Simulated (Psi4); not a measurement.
**revPBE/cc-pVDZ run of GeNH2F (SMILES [NH2][Ge][F]), part 1 of 2**

What is the vertical ionisation energy of GeNH2F at revPBE/cc-pVDZ? 

Program for the calculation: Psi4 1.11.

2 further runs of the same task are left out: 2 set aside as unsound or not needed.

### Step 1. The structure to begin with

GeNH2F has 5 atoms, charge 0, and is taken as a singlet. As SMILES, `[NH2][Ge][F]`. The shape is that of a PBE0-D4/def2-TZVP optimisation. This is one conformer, not always the lowest.

Bond lengths: N1–Ge2 1.811 Å, Ge2–F3 1.768 Å, N1–H4 1.008 Å, N1–H5 1.010 Å. Angles: N1–Ge2–F3 94.5°, Ge2–N1–H4 124.0°, Ge2–N1–H5 122.7°, H4–N1–H5 113.3°.

### Step 2. A single-point energy at revPBE/cc-pVDZ

File fgeh2n_ase.py:

```python
import numpy as np
from ase.calculators.psi4 import Psi4
from ase import Atoms

atoms = Atoms(['N', 'Ge', 'F', 'H', 'H'], positions=[
    [-0.477700, 0.347600, -0.204700],
    [0.434100, -0.305200, 1.217200],
    [1.598300, -1.203900, 0.235500],
    [-1.280100, 0.952600, -0.130600],
    [-0.224500, 0.135300, -1.158700],
])
calc = Psi4(atoms=atoms, method='revpbe', basis='cc-pVDZ', memory='1600MB', num_threads=1, charge=0, multiplicity=1, label='fgeh2n')
calc.psi4.set_options({'puream': True, 'e_convergence': 1e-09, 'd_convergence': 1e-08, 'scf_type': 'pk', 'dft_radial_points': 99, 'dft_spherical_points': 590})
atoms.calc = calc

print(f'energy: {atoms.get_potential_energy():.6f} eV')
```

Launch:

```console
$ python fgeh2n_ase.py
```

fgeh2n.dat:

```text
=> Loading Basis Set <=

    Name: CC-PVDZ
    Role: ORBITAL
    Keyword: BASIS

         ---------------------------------------------------------
                                   SCF
                              RKS Reference
                        1 Threads,   1525 MiB Core
         ---------------------------------------------------------

  ==> Geometry <==

    Molecular point group: c1
    Full point group: C1

    Geometry (in Angstrom), charge = 0, multiplicity = 1:

       Center              X                  Y                   Z               Mass
    ------------   -----------------  -----------------  -----------------  -----------------
         N           -0.975676254076     0.709906349878    -1.033473345233    14.003074004430
         GE          -0.063876254076     0.057106349878     0.388426654767    73.921177761000
         F            1.100323745924    -0.841593650122    -0.593273345233    18.998403162730
         H           -1.778076254076     1.314906349878    -0.959373345233     1.007825032230
         H           -0.722476254076     0.497606349878    -1.987473345233     1.007825032230

  Running in c1 symmetry.

  Rotational constants: A =      0.45197  B =      0.26548  C =      0.16724 [cm^-1]
  Rotational constants: A =  13549.76557  B =   7958.88656  C =   5013.84498 [MHz]
  Nuclear repulsion =  188.583783618447512

  Charge       = 0
  Multiplicity = 1
  Electrons    = 50
  Nalpha       = 25
  Nbeta        = 25

  ==> Algorithm <==

  SCF Algorithm Type is PK.
  DIIS enabled.
  MOM disabled.
  Fractional occupation disabled.
  Guess Type is SAD.
  Energy threshold   = 1.00e-09
  Density threshold  = 1.00e-08
  Integral threshold = 1.00e-12

  ==> Primary Basis <==

  Basis Set: CC-PVDZ
    Blend: CC-PVDZ
    Number of shells: 29
    Number of basis functions: 65
    Number of Cartesian functions: 69
    Spherical Harmonics?: true
    Max angular momentum: 2

  ==> DFT Potential <==

   => LibXC <=

    Version 7.1.2

   => Composite Functional: REVPBE <=

    revPBE GGA Exchange-Correlation Functional

    Deriv               =              1
    GGA                 =           TRUE
    Meta                =          FALSE

    Exchange Hybrid     =          FALSE
    MP2 Hybrid          =          FALSE

   => Exchange Functionals <=

    1.0000   XC_GGA_X_PBE_R

   => Correlation Functionals <=

    1.0000     XC_GGA_C_PBE

   => LibXC Density Thresholds  <==

    XC_GGA_C_PBE:  1.00E-12
    XC_GGA_X_PBE_R:  1.00E-15

   => Molecular Quadrature <=

    Radial Scheme          =       TREUTLER
    Pruning Scheme         =           NONE
    Nuclear Scheme         =       TREUTLER

    Blocking Scheme        =         OCTREE
    BS radius alpha        =              1
    Pruning alpha          =              1
    Radial Points          =             99
    Spherical Points       =            590
    Total Points           =         278409
    Total Blocks           =           2061
    Max Points             =            256
    Max Functions          =             65
    Weights Tolerance      =       1.00E-15

  ==> Integral Setup <==

  Using in-core PK algorithm.
   Calculation information:
      Number of atoms:                   5
      Number of AO shells:              29
      Number of primitives:            144
      Number of atomic orbitals:        69
      Number of basis functions:        65

      Integral cutoff                 1.00e-12
      Number of threads:                 1

  Performing in-core PK
  Using 4603170 doubles for integral storage.
  We computed 93939 shell quartets total.
  Whereas there are 94830 unique shell quartets.

  ==> DiskJK: Disk-Based J/K Matrices <==

    J tasked:                  Yes
    K tasked:                   No
    wK tasked:                  No
    Memory [MiB]:              677
    Schwarz Cutoff:          1E-12

  Cached 100.0% of DFT collocation blocks in 0.456 [GiB].

  Minimum eigenvalue in the overlap matrix is 2.3309991475E-02.
  Reciprocal condition number of the overlap matrix is 5.4127011066E-03.
    Using symmetric orthogonalization.

  ==> Pre-Iterations <==

  SCF Guess: Superposition of Atomic Densities via on-the-fly atomic UHF (no occupation information).

   -------------------------
    Irrep   Nso     Nmo
   -------------------------
     A         65      65
   -------------------------
    Total      65      65
   -------------------------

  ==> Iterations <==

                        Total Energy        Delta E     RMS |[F,P]|

   @RKS iter SAD: -2228.91826003033248   -2.22892e+03   0.00000e+00
   @RKS iter   1: -2232.00815728034331   -3.08990e+00   1.76224e-02 ADIIS/DIIS
   @RKS iter   2: -2231.35758168922075    6.50576e-01   2.43764e-02 ADIIS/DIIS
   @RKS iter   3: -2232.43494029404928   -1.07736e+00   9.17803e-03 ADIIS/DIIS
   @RKS iter   4: -2232.61055403549335   -1.75614e-01   1.81509e-03 ADIIS/DIIS
   @RKS iter   5: -2232.60823571237916    2.31832e-03   2.10980e-03 ADIIS/DIIS
   @RKS iter   6: -2232.61577723730352   -7.54152e-03   1.64384e-04 ADIIS/DIIS
   @RKS iter   7: -2232.61585191204722   -7.46747e-05   3.53419e-05 DIIS
   @RKS iter   8: -2232.61585445545143   -2.54340e-06   4.04420e-06 DIIS
   @RKS iter   9: -2232.61585449095264   -3.55012e-08   5.79308e-07 DIIS
   @RKS iter  10: -2232.61585449194308   -9.90440e-10   1.51540e-07 DIIS
   @RKS iter  11: -2232.61585449200311   -6.00267e-11   3.48737e-08 DIIS
   @RKS iter  12: -2232.61585449200311    0.00000e+00   4.11166e-09 DIIS
  Energy and wave function converged.

  ==> Post-Iterations <==

   Electrons on quadrature grid:
      Ntotal   =   50.0000005034 ; deviation = 5.034e-07

    Orbital Energies [Eh]
    ---------------------

    Doubly Occupied:

       1A   -397.124717     2A    -49.208929     3A    -43.816489
       4A    -43.815143     5A    -43.813895     6A    -24.227317
       7A    -14.007757     8A     -5.995924     9A     -4.211542
      10A     -4.208701    11A     -4.203525    12A     -1.119250
      13A     -1.109064    14A     -1.108957    15A     -1.104942
      16A     -1.102838    17A     -1.005043    18A     -0.773144
      19A     -0.469773    20A     -0.447842    21A     -0.353300
      22A     -0.313858    23A     -0.301279    24A     -0.235686
      25A     -0.228386

    Virtual:

      26A     -0.070381    27A      0.000122    28A      0.034280
      29A      0.099463    30A      0.102802    31A      0.241067
      32A      0.283210    33A      0.322465    34A      0.333137
      35A      0.380553    36A      0.408480    37A      0.418435
      38A      0.489025    39A      0.517754    40A      0.652206
      41A      0.679778    42A      0.735414    43A      0.815903
      44A      0.936080    45A      1.075752    46A      1.167678
      47A      1.217662    48A      1.247870    49A      1.275670
      50A      1.418598    51A      1.548314    52A      1.674714
      53A      1.922162    54A      1.966142    55A      2.022908
      56A      2.117458    57A      2.158129    58A      2.324125
      59A      2.697320    60A      2.814731    61A      3.505247
      62A      3.509534    63A      3.525790    64A      3.548104
      65A      3.653956

    Final Occupation by Irrep:
              A
    DOCC [    25 ]
    NA   [    25 ]
    NB   [    25 ]

  @RKS Final Energy: -2232.61585449200311

   => Energetics <=

    Nuclear Repulsion Energy =            188.5837836184475123
    One-Electron Energy =               -3485.4626862182626610
    Two-Electron Energy =                1161.2155533777142864
    DFT Exchange-Correlation Energy =     -96.9525052699024172
    Empirical Dispersion Energy =           0.0000000000000000
    VV10 Nonlocal Energy =                  0.0000000000000000
    Total Energy =                      -2232.6158544920031090

Computation Completed

Properties will be evaluated at   0.000000,   0.000000,   0.000000 [a0]

Properties computed using the SCF density matrix

 Multipole Moments:

 ------------------------------------------------------------------------------------
     Multipole            Electronic (a.u.)      Nuclear  (a.u.)        Total (a.u.)
 ------------------------------------------------------------------------------------

 L = 1.  Multiply by 2.5417464519 to convert [e a0] to [Debye]
 Dipole X            :          2.0047158           -2.7805670           -0.7758512
 Dipole Y            :         -1.3763903            1.9557106            0.5793204
 Dipole Z            :          5.6514372           -5.8410816           -0.1896444
 Magnitude           :                                                    0.9866723

 ------------------------------------------------------------------------------------

	total time  =         11 seconds =       0.18 minutes
```

Standard output:

```text
energy: -60752.571861 eV
```

It took 12 s on 1 thread of Intel Xeon Platinum 8488C (Sapphire Rapids), shared host; peak memory 0.96 GiB.

(Continued in part 2 of 2.)
